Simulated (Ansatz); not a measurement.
# SnTe3: the cost of one run

Method: DFT PBE, scalar-relativistic, plane waves, PAW, in Ansatz 0.2.0.

### Step 1. Starting point

It takes space group Fm-3m (No. 225, cubic). The conventional cell has a = 7.722 Å, b = 7.722 Å, c = 7.722 Å, α = 90.00°, β = 90.00°, γ = 90.00°. Sn (site symmetry m-3m) has 8 Te at 3.34 Å in its first shell of neighbours. Te (site symmetry -43m) has 4 Sn at 3.34 Å and 4 Te at 3.34 Å in its first shell of neighbours. Te (site symmetry m-3m) has 8 Te at 3.34 Å in its first shell of neighbours.

Coordinates:

```cif
data_structure
_symmetry_space_group_name_H-M 'P 1'
_symmetry_Int_Tables_number 1
_cell_length_a 5.4606
_cell_length_b 5.4606
_cell_length_c 5.4606
_cell_angle_alpha 60.000
_cell_angle_beta 60.000
_cell_angle_gamma 60.000
_cell_volume 115.13
loop_
_atom_site_label
_atom_site_type_symbol
_atom_site_fract_x
_atom_site_fract_y
_atom_site_fract_z
_atom_site_occupancy
Sn1 Sn 0.00000 0.00000 0.00000 1
Te1 Te 0.25000 0.25000 0.25000 1
Te2 Te 0.75000 0.75000 0.75000 1
Te3 Te 0.50000 0.50000 0.50000 1
```

The start is a polymorph listed in a database, not an invented cell.

### Step 2. Probe: one point on a coarse mesh

The input, input.yaml:

```yaml
crystal:
  lattice:
    - [0.0, 3.86121893, 3.86121893]
    - [3.86121893, 0.0, 3.86121893]
    - [3.86121893, 3.86121893, 0.0]
  atoms:
    - { symbol: Sn, position: [0.0, 0.0, 0.0] }
    - { symbol: Te, position: [0.25, 0.25, 0.25] }
    - { symbol: Te, position: [0.75, 0.75, 0.75] }
    - { symbol: Te, position: [0.5, 0.5, 0.5] }
basis:
  ecutwfc: 420
kpoints:
  mp_grid: { grid: [4, 4, 4] }
hamiltonian:
  xc: pbe
scf:
  occupations: { method: gaussian, width: 0.1 }
  lower_state_search: "off"
output:
  forces: true
  stress: true
  eigenvalues: true
```

Started as:

```console
> ansatz run input.yaml --threads 1 --pin off --max-ram 2560MiB --backend cpu --events-out ev --progress --plain --runs-dir out
```

What time and memory should one allow on 1 thread of Intel Xeon 6975P-C (Granite Rapids), shared host?

About 1.1 s, with a peak of 0.4 GiB.
